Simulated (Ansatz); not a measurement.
# FH7N2OSi2: up Jacob's ladder to CCSD(T)

One table from this session's results is given with a row withheld; the runs are named, their logs left out.

Method: functionals in def2-TZVPP, the program's frozen cores in correlated methods; program: Ansatz 0.2.0, Gaussian basis.

Levels to be run: PBE-D4, r2SCAN-D4, PBE0-D4, B3LYP-D4, ωB97X-V, ωB97M-V, B2PLYP; CCSD(T)/def2-TZVPP; MP2/def2-QZVPP; extrapolation to the limit.

## Structure used throughout

The geometry comes from an earlier relaxation with PBE0-D4 in a triple-zeta def2 set; it is a stationary point, not always the lowest conformer.

SMILES `N[SiH2]O[SiH](N)F`, 13 atoms, charge 0, spin multiplicity 1.

Atoms are counted from 1 here; the program's logs count them from 0.

Bond lengths: N1–Si2 1.703 Å, N1–H7 1.008 Å, N1–H8 1.007 Å, Si2–O3 1.653 Å, Si2–H9 1.479 Å, Si2–H10 1.483 Å, O3–Si4 1.617 Å, Si4–N5 1.703 Å, Si4–F6 1.595 Å, Si4–H11 1.475 Å, N5–H12 1.007 Å, N5–H13 1.007 Å. Angles: Si2–N1–H7 120.2°, Si2–N1–H8 120.7°, H7–N1–H8 111.1°, N1–Si2–O3 115.9°, N1–Si2–H9 108.1°, N1–Si2–H10 107.7°, O3–Si2–H9 105.8°, O3–Si2–H10 107.0°, H9–Si2–H10 112.4°, Si2–O3–Si4 137.1°, O3–Si4–N5 109.4°, O3–Si4–F6 111.7°, O3–Si4–H11 107.3°, N5–Si4–F6 105.2°, N5–Si4–H11 117.4°, F6–Si4–H11 105.8°, Si4–N5–H12 120.3°, Si4–N5–H13 120.4° and more.

Set-up of the first run:

Input file in.yaml:

```yaml
crystal:
  periodic: [false, false, false]
  atoms:
    - {symbol: N, position_ang: [-1.035848, 1.423327, -1.311194]}
    - {symbol: Si, position_ang: [-1.111009, -0.274766, -1.204031]}
    - {symbol: O, position_ang: [0.225341, -1.018759, -0.576208]}
    - {symbol: Si, position_ang: [1.307199, -0.722807, 0.588321]}
    - {symbol: N, position_ang: [0.507875, -0.097857, 1.955990]}
    - {symbol: F, position_ang: [2.345139, 0.408497, 0.155769]}
    - {symbol: H, position_ang: [-1.082603, 1.986696, -0.477197]}
    - {symbol: H, position_ang: [-0.477328, 1.869931, -2.020386]}
    - {symbol: H, position_ang: [-1.268956, -0.815679, -2.572009]}
    - {symbol: H, position_ang: [-2.253548, -0.620889, -0.323599]}
    - {symbol: H, position_ang: [2.103757, -1.951383, 0.770407]}
    - {symbol: H, position_ang: [1.025117, 0.393692, 2.666877]}
    - {symbol: H, position_ang: [-0.285136, -0.580033, 2.347270]}
basis:
  gaussian: {orbitals: def2-TZVPP}
hamiltonian: {xc: pbe, dispersion: d4}
output: {forces: true, orbitals: {seedname: orbitals}}
```

Started as:

```console
$ ansatz run in.yaml --threads 2 --pin off --events-out ev --progress --plain --max-ram 22528MiB --backend cuda --devices 0, --max-vram 18GiB
```

Among the steps run: PBE-D4 (GGA); r2SCAN-D4 (meta-GGA); PBE0-D4 (hybrid); B3LYP-D4 (hybrid); ωB97X-V (range-separated); ωB97M-V (range-separated); B2PLYP (double hybrid); CCSD(T) in def2-TZVPP; MP2 in def2-QZVPP.

One of the session's tables, all rows but one given; the rest of the session is left out.

It belongs to the step «Atomisation energies». 

```
            method  atomisation energy (eV)
            PBE-D4                   50.640
         r2SCAN-D4                   50.160
           PBE0-D4                   49.730
          B3LYP-D4                   50.377
           ωB97X-V                   50.660
           ωB97M-V                   50.614
            B2PLYP                   49.857
     HF/def2-TZVPP                   35.972
    MP2/def2-TZVPP                   49.842
   CCSD/def2-TZVPP                   48.245
CCSD(T)/def2-TZVPP                   48.921
           MP2/CBS                        ?
       CCSD(T)/CBS                   50.612
```

Estimate the missing values for MP2/CBS.

**Answer.** atomisation energy (eV): 51.533. In the column «atomisation energy (eV)» it is the highest.

Caveats from the session: Free atoms (2 N, 2 Si, 1 O, 1 F, 7 H) were run apart at each level; the atomisation energy is their sum less the molecule, without zero-point or spin-orbit terms.
